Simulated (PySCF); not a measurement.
# Bi(OH)5: other functionals and bases at one geometry

An exercise on one series of results from a longer session: the logs are not shown, and one member is left open.

The runs use PySCF 2.14.0; several levels, as the steps say, no spin–orbit coupling.

3 further runs of the same task are left out: 2 for a known fault of the program, 1 that didn't finish.

**Starting geometry**

11 atoms, charge 0, spin multiplicity 1.

Bond lengths: Bi1–O2 2.102 Å, Bi1–O4 2.142 Å, Bi1–O6 2.087 Å, Bi1–O8 2.087 Å, Bi1–O10 2.079 Å, O2–H3 0.972 Å, O4–H5 0.971 Å, O6–H7 0.974 Å, O8–H9 0.973 Å, O10–H11 0.974 Å. Angles: O2–Bi1–O4 90.4°, O2–Bi1–O6 122.6°, O2–Bi1–O8 87.5°, O2–Bi1–O10 119.7°, O4–Bi1–O6 90.3°, O4–Bi1–O8 177.8°, O4–Bi1–O10 85.5°, O6–Bi1–O8 91.4°, O6–Bi1–O10 117.6°, O8–Bi1–O10 94.9°, Bi1–O2–H3 106.7°, Bi1–O4–H5 110.8°, Bi1–O6–H7 104.3°, Bi1–O8–H9 104.8°, Bi1–O10–H11 104.4°.

Geometry (Å):

```
Bi   -0.0184    0.0106    0.0402
O    -0.2568   -0.0561    2.1273
H     0.5892   -0.3633    2.4947
O     2.1070   -0.1341    0.2626
H     2.4457    0.5863    0.8188
O     0.2008    1.8009   -1.0096
H     1.1490    1.8382   -1.2276
O    -2.0973    0.1207   -0.1019
H    -2.4179   -0.0752    0.7962
O     0.1382   -1.7624   -1.0348
H     1.0934   -1.9540   -1.0490
```

Formal oxidation states: Bi +5. An earlier session relaxed this geometry at B3LYP, Bi def2-SVP with ECP60, O def2-SVP, H def2-SVP (singlet, point group C1).

At B3LYP on the finer grid: E = -593.445311 Eh, HOMO -8.47 eV, LUMO -4.08 eV, Mulliken charge on Bi1 +1.32 e, largest force component 0.026 eV/Å. 

Levels to run: CAM-B3LYP; r2SCAN; TPSSh; TPSS; B3LYP, TZVP; B3LYP, x2c-SVP. Hardware: 2 threads of AMD EPYC 9R45 (Zen 5), shared host.

The first run:

Input file run.py (the lines that set the calculation):

```python
mol = gto.M(atom='''
Bi    -0.01843     0.01060     0.04024
O     -0.25682    -0.05609     2.12734
H      0.58924    -0.36329     2.49474
O      2.10703    -0.13406     0.26257
H      2.44568     0.58625     0.81879
O      0.20082     1.80085    -1.00961
H      1.14897     1.83819    -1.22756
O     -2.09727     0.12069    -0.10186
H     -2.41786    -0.07516     0.79617
O      0.13818    -1.76240    -1.03477
H      1.09341    -1.95396    -1.04903''',
    basis={'Bi': 'def2-SVP', 'O': 'def2-SVP', 'H': 'def2-SVP'},
    ecp={'Bi': 'def2-SVP'},
    charge=0, spin=0)
mf = dft.RKS(mol, xc='CAMB3LYP')
mf.grids.atom_grid = (75, 302)
mf = mf.density_fit()  # fitting sets: Bi def2-universal-JKFIT, O def2-universal-JKFIT, H def2-universal-JKFIT
mf.conv_tol = 1e-08; mf.max_cycle = 55
mf.kernel(dm0)  # dm0: the density of the relaxed state
```

Launch:

```sh
OMP_NUM_THREADS=2 python run.py
```

Steps of the session up to this table: CAM-B3LYP; r2SCAN; TPSSh; TPSS; B3LYP, TZVP; B3LYP, x2c-SVP.

One of the session's tables, all rows but one given; the rest of the session is left out.

```
               level  HOMO (eV)  gap (eV)  charge on Bi1 (e)  dipole (D)  largest force component (eV/Å)
B3LYP (relaxed here)      -8.47      4.38               1.32        3.83                            0.03
           CAM-B3LYP          ?         ?                  ?           ?                               ?
              r2SCAN      -7.49      2.92               1.34        3.85                            0.09
               TPSSh      -7.88      3.66               1.31        3.78                            0.22
                TPSS      -7.13      2.68               1.23        3.70                            0.46
         B3LYP, TZVP      -8.91      4.43               1.57        3.72                            0.54
      B3LYP, x2c-SVP      -8.45      4.37               1.43        3.79                            0.39
```

Estimate the missing values for CAM-B3LYP.

The run gave: HOMO (eV): -10.09; gap (eV): 7.19; charge on Bi1 (e): 1.33; dipole (D): 3.95; largest force component (eV/Å): 0.53. In the column «HOMO (eV)» it is the lowest.

In one basis the HOMO–LUMO gap runs from 2.68 eV (TPSS) to 7.19 eV (CAM-B3LYP). The largest leftover force, 0.54 eV/Å with B3LYP, TZVP, stands at a geometry relaxed at another level. Total energies of different levels can't be compared.
